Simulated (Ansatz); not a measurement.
# C2H10ClN3Si: the cost of one run

Method: RHF/6-31G, in Ansatz 0.2.0.

## (1) The starting structure

Bond lengths (14 of 16 bonds, heavy atoms first): Si1–Cl2 2.130 Å, Si1–N3 1.820 Å, Si1–N6 1.819 Å, N6–C7 1.470 Å, N6–C11 1.470 Å, Si1–N15 1.819 Å, N3–H4 1.060 Å, N3–H5 1.060 Å, C7–H8 1.110 Å, C7–H9 1.110 Å, C7–H10 1.110 Å, C11–H12 1.110 Å, C11–H13 1.110 Å, C11–H14 1.110 Å. Angles (14 of 27 angles, heavy atoms first): Cl2–Si1–N3 109.5°, Cl2–Si1–N6 109.5°, Cl2–Si1–N15 109.5°, N3–Si1–N6 109.5°, N3–Si1–N15 109.5°, N6–Si1–N15 109.5°, Si1–N6–C7 120.0°, Si1–N6–C11 120.0°, C7–N6–C11 120.0°, Si1–N3–H4 120.0°, Si1–N3–H5 120.0°, N6–C7–H8 109.5°, N6–C7–H9 109.5°, N6–C7–H10 109.5°.

Structure file:

```xyz
17

Si    0.0000    0.0000    0.0000
Cl    0.0000    0.0000    2.1300
N     1.7163    0.0000   -0.6061
H     2.2145   -0.9180   -0.7868
H     2.2175    0.9180   -0.7783
N    -0.8572    1.4851   -0.6061
C    -2.2719    1.4087   -0.9981
H    -2.8245    0.7784   -0.2704
H    -2.7088    2.4290   -1.0098
H    -2.3521    0.9607   -2.0106
C    -0.1354    2.7620   -0.7039
H    -0.2436    3.1711   -1.7300
H    -0.5567    3.4827    0.0276
H     0.9399    2.5975   -0.4831
N    -0.8572   -1.4851   -0.6061
H    -1.3922   -2.1014    0.0704
H    -0.8219   -1.7344   -1.6357
```

## (2) Preparing the start

input.yaml reads:

```yaml
crystal:
  periodic: [false, false, false]
  atoms:
    - { symbol: Si, position_ang: [0.0, 0.0, 0.0] }
    - { symbol: Cl, position_ang: [0.0, 0.0, 2.13] }
    - { symbol: "N", position_ang: [1.7163, 0.0, -0.6061] }
    - { symbol: H, position_ang: [2.2145, -0.918, -0.7868] }
    - { symbol: H, position_ang: [2.2175, 0.918, -0.7783] }
    - { symbol: "N", position_ang: [-0.8572, 1.4851, -0.6061] }
    - { symbol: C, position_ang: [-2.2719, 1.4087, -0.9981] }
    - { symbol: H, position_ang: [-2.8245, 0.7784, -0.2704] }
    - { symbol: H, position_ang: [-2.7088, 2.429, -1.0098] }
    - { symbol: H, position_ang: [-2.3521, 0.9607, -2.0106] }
    - { symbol: C, position_ang: [-0.1354, 2.762, -0.7039] }
    - { symbol: H, position_ang: [-0.2436, 3.1711, -1.73] }
    - { symbol: H, position_ang: [-0.5567, 3.4827, 0.0276] }
    - { symbol: H, position_ang: [0.9399, 2.5975, -0.4831] }
    - { symbol: "N", position_ang: [-0.8572, -1.4851, -0.6061] }
    - { symbol: H, position_ang: [-1.3922, -2.1014, 0.0704] }
    - { symbol: H, position_ang: [-0.8219, -1.7344, -1.6357] }
basis:
  gaussian: { orbitals: "6-31G" }
hamiltonian:
  xc: hf
relax:
  f_tol: 0.02
  max_steps: 40
```

Started as:

```console
> ansatz run input.yaml --threads 1 --pin off --max-ram 2048MiB --backend cpu --events-out ev --progress --plain --runs-dir out
```

What time and memory should one allow on 1 thread of AMD EPYC 9R45 (Zen 5), shared host?

About 44 s, with a peak of 0.26 GiB.
